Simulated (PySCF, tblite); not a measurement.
# FGeH₈NSi₂: a rotation path, then NMR shifts on frames

Aim: move FGeH₈NSi₂ (`[F][GeH2][N]([SiH3])[SiH3]`) away from its starting geometry and see how NMR shifts follow the geometry.

Computed with tblite 0.8.0 and PySCF 2.14.0, with density-fitted response routines of our own, on a single molecule in the gas phase. Atoms count from 0, in the outputs and in this text.

## 1. The molecule as given

13 atoms, charge 0, multiplicity 1; geometry from: GFN2-xTB.

Bonds of the start (Å): F0–Ge1 1.76, Ge1–N2 1.81, N2–Si3 1.75, N2–Si4 1.75, Ge1–H5 1.50, Ge1–H6 1.50, Si3–H7 1.47, Si3–H8 1.47, Si3–H9 1.46, Si4–H10 1.47, Si4–H11 1.46, Si4–H12 1.47.

## 2. The rotation path with GFN2-xTB

Job settings and geometry (Å):

```
{"job": {"kind": "neb", "xc": "GFN2-xTB", "basis": "xTB", "atoms": [0, 1, 2, 3], "turn": 120}, "charge": 0, "multiplicity": 1}
F      0.024707     1.516271     2.217770
Ge     0.125075     1.670365     0.470371
N      0.007095     0.008513    -0.239247
Si    -1.574395    -0.729120    -0.286369
Si     1.457435    -0.953364    -0.370502
H     -1.079111     2.510329     0.156576
H      1.479806     2.283141     0.268334
H     -1.904949    -1.362251     0.993414
H     -2.523423     0.347514    -0.588622
H     -1.518252    -1.718625    -1.360926
H      2.577267    -0.013686    -0.487915
H      1.300150    -1.742077    -1.592362
H      1.624206    -1.816525     0.801749
```

Level: GFN2-xTB climbing-image nudged elastic band, gas phase.

On the command line:

```console
$ OMP_NUM_THREADS=1 python probes_run.py task.json out
```

This one command runs all jobs of the session in turn.

Log:

```text
image   E - E0 / eV
  0       0.0000
  1       0.0187
  2       0.0721
  3       0.1023
  4       0.0881
  5       0.0487
  6       0.0359
  7       0.0884
  8      -0.0019
```

Wall time 10 s (1 thread of Intel Xeon Platinum 8375C at 2.90GHz, shared host); peak memory 0.19 GiB.

The final band, with the dihedral F0–Ge1–N2–Si3:

```csv
image,dihedral (°),energy (eV),energy (kcal/mol)
0,76,0.000,0.0
1,105,0.019,0.4
2,136,0.072,1.7
3,164,0.102,2.4
4,195,0.088,2.0
5,236,0.049,1.1
6,284,0.036,0.8
7,328,0.088,2.0
8,280,-0.002,0.0
```

## 3. NMR shieldings: image 0, PBE0/pcSseg-1

Job settings and geometry (Å):

```
{"job": {"kind": "nmr", "xc": "PBE0", "basis": "pcSseg-1", "pop": false}, "charge": 0, "multiplicity": 1}
F      0.024700     1.516300     2.217800
Ge     0.125100     1.670400     0.470400
N      0.007100     0.008500    -0.239200
Si    -1.574400    -0.729100    -0.286400
Si     1.457400    -0.953400    -0.370500
H     -1.079100     2.510300     0.156600
H      1.479800     2.283100     0.268300
H     -1.904900    -1.362300     0.993400
H     -2.523400     0.347500    -0.588600
H     -1.518300    -1.718600    -1.360900
H      2.577300    -0.013700    -0.487900
H      1.300200    -1.742100    -1.592400
H      1.624200    -1.816500     0.801700
```

With the program's defaults for keys left out, this is: GIAO PBE0/pcSseg-1 NMR shielding, non-relativistic, gas phase.

Log:

```text
coarse grid: 50440 points
cycle   1  E = -2814.4048306447  dE = -4.817e-01  |g| = 1.118e+00  |ddm| = 3.353e+00
cycle   2  E = -2814.2033320157  dE =  2.015e-01  |g| = 1.557e+00  |ddm| = 1.524e+00
cycle   3  E = -2814.5318140935  dE = -3.285e-01  |g| = 2.001e-01  |ddm| = 1.058e+00
cycle   4  E = -2814.5376478077  dE = -5.834e-03  |g| = 5.871e-02  |ddm| = 1.448e-01
cycle   5  E = -2814.5379632817  dE = -3.155e-04  |g| = 6.649e-03  |ddm| = 3.261e-02
cycle   6  E = -2814.5379694873  dE = -6.206e-06  |g| = 3.106e-03  |ddm| = 8.543e-03
final grid: 102464 points
cycle   7  E = -2814.5379681714  dE =  3.793e-06  |g| = 5.376e-03  |ddm| = 6.855e-03
cycle   8  E = -2814.5379552675  dE =  1.290e-05  |g| = 9.633e-03  |ddm| = 1.108e-02
cycle   9  E = -2814.5379741019  dE = -1.883e-05  |g| = 2.899e-04  |ddm| = 6.995e-03
cycle  10  E = -2814.5379741179  dE = -1.600e-08  |g| = 2.706e-05  |ddm| = 2.821e-04
cycle  11  E = -2814.5379741181  dE = -1.132e-10  |g| = 5.497e-06  |ddm| = 2.125e-05
converged SCF energy = -2814.5379741181

GIAO shielding tensors (ppm)
atom      isotropic    diamagn.    paramagn.     s11        s22        s33       span
  0 F      359.582     476.852    -117.270    299.080    355.100    424.567    125.487
  1 Ge    1281.099    2755.748   -1474.649   1228.359   1250.190   1364.749    136.389
  2 N      240.572     335.370     -94.797    174.314    260.366    287.037    112.722
  3 Si     393.130     880.649    -487.520    355.004    358.633    465.752    110.748
  4 Si     391.151     880.607    -489.456    347.986    360.360    465.108    117.122
  5 H       26.097      28.633      -2.535     19.826     21.033     37.433     17.607
  6 H       26.096      28.648      -2.552     19.733     21.141     37.414     17.682
  7 H       26.706      29.663      -2.957     22.841     24.640     32.635      9.794
  8 H       26.785      29.840      -3.055     22.871     25.587     31.898      9.027
  9 H       26.786      29.904      -3.118     23.144     25.086     32.128      8.984
 10 H       26.787      29.862      -3.075     22.841     25.845     31.675      8.834
 11 H       26.756      29.847      -3.091     23.065     24.929     32.274      9.209
 12 H       26.708      29.666      -2.959     22.969     24.470     32.683      9.715
```

It took 19 s on 1 thread of Intel Xeon Platinum 8375C at 2.90GHz, shared host; peak memory 0.86 GiB.

The references, computed at this level on geometries of the same kind, shield at (ppm): 1H TMS 31.72, 29Si TMS 349.2, 19F CFCl3 170.9, 15N NH3 267.7, 73Ge GeMe4 1331. Their shielding less the atom's gives the shift. The references are single molecules in the gas phase, so shifts against H2O, NH3, PH3, H3PO4 or CFCl3 are not on the usual liquid scales and can be off by tens of ppm. Each atom is listed at this fixed geometry, with no averaging over motion; a spectrum would average atoms that exchange fast.

```csv
atoms,environment,σ (ppm),δ (ppm)
H6,"hydrogen on a germanium bonded to F, N",26.10,5.62
H5,"hydrogen on a germanium bonded to F, N",26.10,5.62
H7,hydrogen on a silicon bonded to N,26.71,5.01
H12,hydrogen on a silicon bonded to N,26.71,5.01
H11,hydrogen on a silicon bonded to N,26.76,4.96
H8,hydrogen on a silicon bonded to N,26.79,4.93
H9,hydrogen on a silicon bonded to N,26.79,4.93
H10,hydrogen on a silicon bonded to N,26.79,4.93
F0,fluorine bonded to Ge,359.6,-188.6
Ge1,"germanium bonded to F, N, 2 H",1281,50
N2,"nitrogen bonded to Ge, 2 Si",240.6,27.2
Si4,"silicon bonded to N, 3 H",391.2,-42.0
Si3,"silicon bonded to N, 3 H",393.1,-44.0
```

## 4. Nuclear shieldings: image 1, PBE0/pcSseg-1

Job settings and geometry (Å):

```
{"job": {"kind": "nmr", "xc": "PBE0", "basis": "pcSseg-1", "pop": false}, "charge": 0, "multiplicity": 1}
F      0.685200     1.512000     2.141400
Ge     0.111100     1.664300     0.489900
N     -0.025800    -0.003200    -0.204900
Si    -1.601000    -0.721200    -0.410300
Si     1.434700    -0.961700    -0.249000
H     -1.219500     2.337700     0.652700
H      1.215700     2.459800    -0.146400
H     -2.059200    -1.370300     0.822300
H     -2.507300     0.371900    -0.779000
H     -1.462100    -1.687000    -1.498300
H      2.556100    -0.022700    -0.345800
H      1.329000    -1.793000    -1.448200
H      1.538800    -1.786000     0.958000
```

With the program's defaults for keys left out, this is: GIAO PBE0/pcSseg-1 NMR shielding, non-relativistic, gas phase.

Log:

```text
coarse grid: 50440 points
cycle   1  E = -2814.4046819262  dE = -4.824e-01  |g| = 1.118e+00  |ddm| = 3.353e+00
cycle   2  E = -2814.2034921468  dE =  2.012e-01  |g| = 1.556e+00  |ddm| = 1.534e+00
cycle   3  E = -2814.5317113117  dE = -3.282e-01  |g| = 2.004e-01  |ddm| = 1.069e+00
cycle   4  E = -2814.5375729189  dE = -5.862e-03  |g| = 5.870e-02  |ddm| = 1.481e-01
cycle   5  E = -2814.5378890475  dE = -3.161e-04  |g| = 6.499e-03  |ddm| = 3.312e-02
cycle   6  E = -2814.5378950698  dE = -6.022e-06  |g| = 2.876e-03  |ddm| = 8.390e-03
final grid: 102464 points
cycle   7  E = -2814.5379190544  dE =  2.946e-06  |g| = 4.811e-03  |ddm| = 6.326e-03
cycle   8  E = -2814.5379089597  dE =  1.009e-05  |g| = 8.562e-03  |ddm| = 1.003e-02
cycle   9  E = -2814.5379238032  dE = -1.484e-05  |g| = 2.873e-04  |ddm| = 6.287e-03
cycle  10  E = -2814.5379238194  dE = -1.619e-08  |g| = 2.632e-05  |ddm| = 2.856e-04
cycle  11  E = -2814.5379238195  dE = -1.151e-10  |g| = 5.810e-06  |ddm| = 2.112e-05
converged SCF energy = -2814.5379238195

GIAO shielding tensors (ppm)
atom      isotropic    diamagn.    paramagn.     s11        s22        s33       span
  0 F      368.619     477.031    -108.412    305.837    367.223    432.796    126.959
  1 Ge    1289.386    2755.593   -1466.207   1232.847   1273.624   1361.688    128.841
  2 N      247.012     335.606     -88.594    186.254    268.341    286.440    100.186
  3 Si     393.143     880.568    -487.425    351.461    362.582    465.388    113.927
  4 Si     394.155     880.636    -486.481    356.640    363.390    462.436    105.796
  5 H       26.101      28.601      -2.500     19.551     21.313     37.438     17.887
  6 H       26.134      28.577      -2.443     19.713     21.047     37.642     17.929
  7 H       26.676      29.590      -2.914     22.844     24.454     32.730      9.885
  8 H       26.827      29.788      -2.961     22.713     25.707     32.060      9.346
  9 H       26.808      29.832      -3.024     23.218     25.139     32.066      8.848
 10 H       26.776      29.786      -3.011     22.939     25.720     31.668      8.729
 11 H       26.807      29.973      -3.166     23.130     25.008     32.284      9.154
 12 H       26.786      29.674      -2.888     23.002     24.589     32.767      9.765
```

It took 21 s on 1 thread of Intel Xeon Platinum 8375C at 2.90GHz, shared host; peak memory 0.88 GiB.

This run: δ F0 -197.7, Ge1 42, N2 20.7, Si3 -44.0, H5 5.62, H6 5.58 ppm.

## 5. Shielding tensors: image 3, PBE0/pcSseg-1

Job settings and geometry (Å):

```
{"job": {"kind": "nmr", "xc": "PBE0", "basis": "pcSseg-1", "pop": false}, "charge": 0, "multiplicity": 1}
F      1.545000     1.879700     1.408200
Ge     0.036300     1.646600     0.565500
N      0.016200    -0.036600    -0.118600
Si    -1.546300    -0.625400    -0.619700
Si     1.418300    -1.082700    -0.034600
H     -0.991300     1.875400     1.642700
H      0.075900     2.709600    -0.501000
H     -2.238200    -1.254500     0.511900
H     -2.314300     0.535200    -1.084900
H     -1.308400    -1.580200    -1.697200
H      2.610200    -0.241100    -0.014900
H      1.369600    -1.907300    -1.243700
H      1.322700    -1.918300     1.168600
```

With the program's defaults for keys left out, this is: GIAO PBE0/pcSseg-1 NMR shielding, non-relativistic, gas phase.

Log:

```text
coarse grid: 50440 points
cycle   1  E = -2814.4020020684  dE = -4.825e-01  |g| = 1.117e+00  |ddm| = 3.367e+00
cycle   2  E = -2814.2028838974  dE =  1.991e-01  |g| = 1.548e+00  |ddm| = 1.507e+00
cycle   3  E = -2814.5285832588  dE = -3.257e-01  |g| = 2.020e-01  |ddm| = 1.050e+00
cycle   4  E = -2814.5345895788  dE = -6.006e-03  |g| = 5.868e-02  |ddm| = 1.482e-01
cycle   5  E = -2814.5349082031  dE = -3.186e-04  |g| = 5.832e-03  |ddm| = 3.285e-02
cycle   6  E = -2814.5349132653  dE = -5.062e-06  |g| = 1.752e-03  |ddm| = 7.272e-03
final grid: 102464 points
cycle   7  E = -2814.5349587190  dE =  3.888e-07  |g| = 2.355e-03  |ddm| = 4.101e-03
cycle   8  E = -2814.5349568350  dE =  1.884e-06  |g| = 3.896e-03  |ddm| = 5.064e-03
cycle   9  E = -2814.5349598511  dE = -3.016e-06  |g| = 2.989e-04  |ddm| = 3.029e-03
cycle  10  E = -2814.5349598696  dE = -1.843e-08  |g| = 2.789e-05  |ddm| = 2.883e-04
cycle  11  E = -2814.5349598697  dE = -1.319e-10  |g| = 5.022e-06  |ddm| = 2.274e-05
converged SCF energy = -2814.5349598697

GIAO shielding tensors (ppm)
atom      isotropic    diamagn.    paramagn.     s11        s22        s33       span
  0 F      387.673     476.640     -88.967    335.517    372.925    454.575    119.058
  1 Ge    1308.649    2755.062   -1446.414   1270.532   1275.994   1379.419    108.887
  2 N      270.230     336.146     -65.916    239.802    273.400    297.488     57.686
  3 Si     404.521     880.640    -476.119    353.349    392.134    468.080    114.731
  4 Si     400.678     880.534    -479.856    358.769    379.978    463.286    104.517
  5 H       26.059      28.416      -2.357     19.157     21.337     37.684     18.526
  6 H       26.107      28.372      -2.265     19.370     21.029     37.921     18.551
  7 H       26.897      29.494      -2.597     23.025     24.586     33.078     10.053
  8 H       27.081      29.590      -2.508     23.005     25.708     32.532      9.527
  9 H       26.930      29.834      -2.904     23.344     25.203     32.242      8.898
 10 H       26.575      29.695      -3.120     22.053     26.248     31.425      9.371
 11 H       26.945      30.056      -3.112     23.360     25.285     32.189      8.829
 12 H       26.871      29.610      -2.739     23.082     24.419     33.113     10.031
```

Run time: 19 s. Hardware: 1 thread of Intel Xeon Platinum 8375C at 2.90GHz, shared host; peak memory 0.88 GiB.

This run: δ F0 -216.7, Ge1 22, N2 -2.5, Si4 -51.5, H5 5.66, H6 5.61 ppm.

## 6. NMR shieldings: image 5, PBE0/pcSseg-1

Job settings and geometry (Å):

```
{"job": {"kind": "nmr", "xc": "PBE0", "basis": "pcSseg-1", "pop": false}, "charge": 0, "multiplicity": 1}
F      1.472100     2.392200    -0.060200
Ge     0.082400     1.606800     0.663300
N     -0.023700    -0.040300    -0.080700
Si    -1.483400    -0.550700    -0.885100
Si     1.287200    -1.149500     0.244500
H      0.468900     1.601600     2.117600
H     -1.065700     2.486400     0.262700
H     -2.356200    -1.219700     0.089600
H     -2.142500     0.650800    -1.404500
H     -1.094000    -1.467500    -1.953500
H      2.462700    -0.366800     0.623600
H      1.506600    -1.912100    -0.983400
H      0.881200    -2.030900     1.348400
```

With the program's defaults for keys left out, this is: GIAO PBE0/pcSseg-1 NMR shielding, non-relativistic, gas phase.

Log:

```text
coarse grid: 50440 points
cycle   1  E = -2814.4021814933  dE = -4.808e-01  |g| = 1.121e+00  |ddm| = 3.359e+00
cycle   2  E = -2814.1920893846  dE =  2.101e-01  |g| = 1.571e+00  |ddm| = 1.565e+00
cycle   3  E = -2814.5303820352  dE = -3.383e-01  |g| = 2.052e-01  |ddm| = 1.108e+00
cycle   4  E = -2814.5365646556  dE = -6.183e-03  |g| = 5.912e-02  |ddm| = 1.541e-01
cycle   5  E = -2814.5368834221  dE = -3.188e-04  |g| = 6.263e-03  |ddm| = 3.376e-02
cycle   6  E = -2814.5368893629  dE = -5.941e-06  |g| = 2.124e-03  |ddm| = 7.937e-03
final grid: 102464 points
cycle   7  E = -2814.5369402296  dE =  1.071e-06  |g| = 3.269e-03  |ddm| = 5.453e-03
cycle   8  E = -2814.5369360025  dE =  4.227e-06  |g| = 5.656e-03  |ddm| = 6.901e-03
cycle   9  E = -2814.5369424337  dE = -6.431e-06  |g| = 3.072e-04  |ddm| = 4.231e-03
cycle  10  E = -2814.5369424535  dE = -1.988e-08  |g| = 3.449e-05  |ddm| = 3.123e-04
cycle  11  E = -2814.5369424538  dE = -2.178e-10  |g| = 6.390e-06  |ddm| = 2.855e-05
converged SCF energy = -2814.5369424538

GIAO shielding tensors (ppm)
atom      isotropic    diamagn.    paramagn.     s11        s22        s33       span
  0 F      372.788     476.607    -103.819    296.716    378.494    443.153    146.436
  1 Ge    1300.228    2755.352   -1455.124   1245.094   1306.554   1349.037    103.943
  2 N      252.064     336.527     -84.463    193.043    275.835    287.314     94.271
  3 Si     393.322     880.569    -487.247    348.520    363.744    467.701    119.181
  4 Si     397.376     880.706    -483.331    354.619    375.010    462.498    107.880
  5 H       26.082      28.438      -2.356     19.635     20.956     37.655     18.019
  6 H       26.166      28.579      -2.413     19.473     21.613     37.413     17.940
  7 H       26.825      29.446      -2.621     22.879     24.542     33.054     10.175
  8 H       26.790      29.822      -3.032     22.916     25.714     31.740      8.824
  9 H       26.730      29.816      -3.086     23.120     24.985     32.085      8.965
 10 H       26.641      29.686      -3.044     22.146     26.309     31.469      9.322
 11 H       26.862      29.945      -3.082     23.254     25.030     32.303      9.048
 12 H       26.778      29.644      -2.867     23.039     24.422     32.872      9.833
```

Wall time 19 s (1 thread of Intel Xeon Platinum 8375C at 2.90GHz, shared host); peak memory 0.88 GiB.

Key values: δ F0 -201.8, Ge1 31, N2 15.7, Si3 -44.2, H5 5.64, H6 5.55 ppm.

## 7. Nuclear shieldings: image 8, PBE0/pcSseg-1

Job settings and geometry (Å):

```
{"job": {"kind": "nmr", "xc": "PBE0", "basis": "pcSseg-1", "pop": false}, "charge": 0, "multiplicity": 1}
F      1.152200     2.213800    -0.984300
Ge     0.275100     1.658300     0.433900
N     -0.122800    -0.091500     0.188300
Si    -1.497100    -0.479000    -0.815200
Si     1.128800    -1.264100     0.511300
H      1.272300     1.867600     1.536000
H     -0.947500     2.528000     0.420400
H     -1.965300    -1.785800    -0.356400
H     -2.496800     0.566000    -0.568800
H     -1.125900    -0.515500    -2.232800
H      1.905400    -0.738200     1.639500
H      1.987200    -1.461900    -0.660200
H      0.430100    -2.497200     0.870800
```

Level: GIAO PBE0/pcSseg-1 NMR shielding, non-relativistic, gas phase.

Log:

```text
coarse grid: 50440 points
cycle   1  E = -2814.4045554136  dE = -4.815e-01  |g| = 1.119e+00  |ddm| = 3.353e+00
cycle   2  E = -2814.2025873932  dE =  2.020e-01  |g| = 1.558e+00  |ddm| = 1.527e+00
cycle   3  E = -2814.5316692252  dE = -3.291e-01  |g| = 2.002e-01  |ddm| = 1.060e+00
cycle   4  E = -2814.5375097807  dE = -5.841e-03  |g| = 5.877e-02  |ddm| = 1.449e-01
cycle   5  E = -2814.5378259648  dE = -3.162e-04  |g| = 6.656e-03  |ddm| = 3.263e-02
cycle   6  E = -2814.5378321720  dE = -6.207e-06  |g| = 3.120e-03  |ddm| = 8.533e-03
final grid: 102464 points
cycle   7  E = -2814.5378127745  dE =  3.756e-06  |g| = 5.385e-03  |ddm| = 6.889e-03
cycle   8  E = -2814.5377998122  dE =  1.296e-05  |g| = 9.656e-03  |ddm| = 1.109e-02
cycle   9  E = -2814.5378187216  dE = -1.891e-05  |g| = 2.876e-04  |ddm| = 7.004e-03
cycle  10  E = -2814.5378187369  dE = -1.532e-08  |g| = 2.835e-05  |ddm| = 2.756e-04
cycle  11  E = -2814.5378187371  dE = -1.255e-10  |g| = 7.719e-06  |ddm| = 2.341e-05
converged SCF energy = -2814.5378187371

GIAO shielding tensors (ppm)
atom      isotropic    diamagn.    paramagn.     s11        s22        s33       span
  0 F      360.269     476.801    -116.533    300.301    356.188    424.316    124.015
  1 Ge    1281.726    2755.778   -1474.051   1226.658   1252.481   1366.039    139.381
  2 N      239.897     335.315     -95.418    172.408    260.308    286.975    114.567
  3 Si     391.790     880.619    -488.829    350.335    359.479    465.557    115.222
  4 Si     391.622     880.617    -488.995    349.957    359.476    465.434    115.477
  5 H       26.091      28.640      -2.550     19.791     21.076     37.405     17.614
  6 H       26.097      28.650      -2.552     19.797     21.075     37.421     17.624
  7 H       26.766      29.912      -3.146     23.116     25.060     32.124      9.008
  8 H       26.778      29.837      -3.059     22.852     25.653     31.830      8.978
  9 H       26.689      29.646      -2.957     22.855     24.550     32.662      9.807
 10 H       26.776      29.841      -3.064     22.848     25.670     31.811      8.963
 11 H       26.691      29.649      -2.958     22.868     24.541     32.665      9.796
 12 H       26.762      29.909      -3.147     23.106     25.047     32.133      9.028
```

It took 20 s on 1 thread of Intel Xeon Platinum 8375C at 2.90GHz, shared host; peak memory 0.88 GiB.

This run: δ F0 -189.3, Ge1 49, N2 27.8, Si4 -42.5, H5 5.63, H6 5.62 ppm.

## 8. Run by run: NMR shifts

Shifts (ppm) of some atoms, chosen among heavy atoms and hydrogens apart, with basis size and wall time:

```
  frame   H11    H8      F0  Ge1    N2    Si4    Si3  functions  time
image 0  4.96  4.93  -188.6   50  27.2  -42.0  -44.0        163  19 s
image 1  4.91  4.89  -197.7   42  20.7  -45.0  -44.0        163  21 s
image 3  4.77  4.64  -216.7   22  -2.5  -51.5  -55.4        163  19 s
image 5  4.85  4.93  -201.8   31  15.7  -48.2  -44.2        163  19 s
image 8  5.03  4.94  -189.3   49  27.8  -42.5  -42.6        163  20 s
```

## 9. Results

| quantity | value |
| --- | --- |
| barrier | 0.102 eV (2.4 kcal/mol) at image 3 |
| end to end (GFN2-xTB) | -0.002 eV |
| 1H shifts against TMS (PBE0/pcSseg-1, image 0) | 5.62, 5.62, 5.01, 5.01, 4.96, 4.93, 4.93, 4.93 ppm |
| 19F shifts against CFCl3 (PBE0/pcSseg-1, image 0) | -188.6 ppm |
| 73Ge shifts against GeMe4 (PBE0/pcSseg-1, image 0) | 50 ppm |
| 15N shifts against NH3 (PBE0/pcSseg-1, image 0) | 27.2 ppm |
| 29Si shifts against TMS (PBE0/pcSseg-1, image 0) | -42.0, -44.0 ppm |
| range of the shift of N2 | -2.5 to 27.8 ppm |

Along the band the dihedral turns by 204°, and the top (dihedral 164°) lies 2.4 kcal/mol above the start (GFN2-xTB, rough), so at room temperature this motion is fast. The top was not checked by a frequency run. Shifts at one fixed geometry are not the observed spectrum, which averages over the motion. In the first frame run (image 0): Shielding is most anisotropic at Ge1 (span 136 ppm, paramagnetic term -1475 ppm). In ppm, N2 moves most: its shift spreads over 30.3 ppm, from -2.5 (image 3) to 27.8 (image 8). Spin-orbit coupling is left out, which matters for shieldings and couplings at and beside the heavy atoms.
